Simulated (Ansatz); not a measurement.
# Zr (Zirconium): the cost of one run

Computed with Ansatz 0.2.0 (DFT PBE, scalar-relativistic, plane waves, PAW, unless a step's input says otherwise).

1 further run of the same task is left out (set aside as unsound or not needed).

## Step 1: The starting structure

It takes space group P6_3/mmc (No. 194, hexagonal). Conventional cell: a = 3.233 Å, b = 3.233 Å, c = 5.169 Å, α = 90.00°, β = 90.00°, γ = 120.00°. Zr (site symmetry -6m2) has 12 Zr at 3.19 to 3.23 Å as nearest neighbours.

As a file:

```cif
data_structure
_symmetry_space_group_name_H-M 'P6_3/mmc'
_symmetry_Int_Tables_number 194
_cell_length_a 3.2328
_cell_length_b 3.2328
_cell_length_c 5.1691
_cell_angle_alpha 90.000
_cell_angle_beta 90.000
_cell_angle_gamma 120.000
_cell_volume 46.78
loop_
_atom_site_label
_atom_site_type_symbol
_atom_site_symmetry_multiplicity
_atom_site_Wyckoff_symbol
_atom_site_fract_x
_atom_site_fract_y
_atom_site_fract_z
_atom_site_occupancy
Zr1 Zr 2 c 0.33333 0.66667 0.25000 1
```

It is the result of an earlier relaxation at this level (volume 23.39 Å³/atom; gap on the mesh: none (metal)).

## Step 2: Bands, states and charges

input.yaml reads:

```yaml
crystal:
  lattice:
    - [3.2327898639, 0.0, 0.0]
    - [-1.6163949319, 2.7996781472, 0.0]
    - [0.0, 0.0, 5.1691199241]
  atoms:
    - { symbol: Zr, position: [0.3333333333, 0.6666666667, 0.25] }
    - { symbol: Zr, position: [0.6666666667, 0.3333333333, 0.75] }
basis:
  ecutwfc: 420
kpoints:
  mp_grid: { grid: [15, 15, 8] }
  band_path:
    path:
      - [[0.0, 0.0, 0.0], [0.5, 0.0, 0.0], [0.33333333, 0.33333333, 0.0], [0.0, 0.0, 0.0], [0.0, 0.0, 0.5], [0.5, 0.0, 0.5], [0.33333333, 0.33333333, 0.5], [0.0, 0.0, 0.5]]
      - [[0.5, 0.0, 0.5], [0.5, 0.0, 0.0]]
      - [[0.33333333, 0.33333333, 0.5], [0.33333333, 0.33333333, 0.0]]
    npoints: 14
hamiltonian:
  xc: pbe
scf:
  occupations: { method: gaussian, width: 0.1 }
  n_extra_bands: 6
output:
  forces: true
  stress: true
  eigenvalues: true
  populations: true
  dos: { projected: true, de: 0.02, nscf_kmesh: { grid: [23, 23, 12] } }
  bader: true
  write_density: true
  write_potential: true
  elf: true
  volumetric_format: npy
```

On the command line:

```
$ ansatz run input.yaml --threads 1 --pin off --max-ram 2560MiB --backend cpu --events-out ev --progress --plain --runs-dir out
```

What time and memory should one allow on 1 thread of Intel Xeon Platinum 8259CL at 2.50GHz (Skylake/Cascade Lake), shared host?

About 26 s, with a peak of 0.58 GiB.
